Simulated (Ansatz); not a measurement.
# AgB2H3NO: the cost of one run

Program: Ansatz 0.2.0. Level of theory: RKS BHLYP-D4/def2-TZVP. These are calculated values, not measurements.

### Step 1. Starting geometry

SMILES `B1NBO1`, 7 atoms, charge 0, spin multiplicity 1.

Atoms are counted from 1 here; the program's logs count them from 0.

Bond lengths: B1–N2 1.449 Å, B1–B3 1.845 Å, B1–O4 1.420 Å, B1–H5 1.211 Å, N2–B3 1.449 Å, N2–H6 1.017 Å, B3–O4 1.420 Å, B3–H7 1.211 Å. Angles: N2–B1–B3 50.4°, N2–B1–O4 98.4°, N2–B1–H5 133.9°, B3–B1–O4 49.5°, B3–B1–H5 164.1°, O4–B1–H5 127.3°, B1–N2–B3 79.1°, B1–N2–H6 135.1°, B3–N2–H6 135.1°, B1–B3–N2 50.4°, B1–B3–O4 49.5°, B1–B3–H7 164.1°, N2–B3–O4 98.4°, N2–B3–H7 133.9°, O4–B3–H7 127.3°, B1–O4–B3 81.0°.

As a file:

| atom | x (Å) | y (Å) | z (Å) |
| --- | --- | --- | --- |
| B1 | -0.73392 | 0.31603 | -0.54280 |
| N2 | -0.06239 | 0.42864 | 0.73579 |
| B3 | 0.59143 | -0.74095 | 0.18534 |
| O4 | -0.30235 | -0.99152 | -0.88900 |
| H5 | -1.35752 | 1.08946 | -1.23479 |
| H6 | 0.22437 | 1.19977 | 1.33322 |
| H7 | 1.64038 | -1.30144 | 0.41222 |

This geometry comes from a loose relaxation at PBE in a small basis, which is not shown.

### Step 4. The grid

The probe is moved over the molecule's main plane (x and y are the axes of that plane, centred on the molecule).

- x of the probe's Ag atom: 11 values from −4.80 to 4.80 Å
- y of the probe's Ag atom: 11 values from −4.80 to 4.80 Å

Nothing else is relaxed (molecule and probe rigid). Energies count from molecule and probe far apart, each relaxed in its own basis (no counterpoise correction). Points are written as (first, second).

The probe Ag+ moves over a plane: the molecule's main plane. The molecule is turned into the frame of its main axes, as the inputs below show.

(The set-up runs are not shown.)

### Step 5. Grid point (2.88 Å, −0.96 Å)

input.yaml

```yaml
crystal:
  periodic: [false, false, false]
  atoms:
    - { symbol: B, position_ang: [0.008716, -0.933521, 0.000679] }
    - { symbol: "N", position_ang: [-1.069385, -4.0e-06, -0.000668] }
    - { symbol: B, position_ang: [0.008706, 0.933521, 0.000679] }
    - { symbol: O, position_ang: [1.051963, 4.0e-06, -0.000691] }
    - { symbol: H, position_ang: [0.086374, -2.110275, 0.003198] }
    - { symbol: H, position_ang: [-2.060288, -3.0e-06, 0.001953] }
    - { symbol: H, position_ang: [0.086331, 2.11028, 0.003204] }
    - { symbol: Ag, position_ang: [2.88, -0.96, 0.0] }
total_charge: 1
basis:
  gaussian: { orbitals: def2-TZVP }
hamiltonian:
  xc: { name: BHLYP }
  dispersion: d4
output:
  forces: true
```

Run with:

```bash
$ ansatz run input.yaml --threads 1 --pin off --max-ram 2560MiB --backend cpu --events-out ev --progress --plain --runs-dir out
```

Q: Estimate wall time and peak memory on 1 thread of Arm Neoverse N1, shared host.

About 20 s, with a peak of 0.41 GiB.
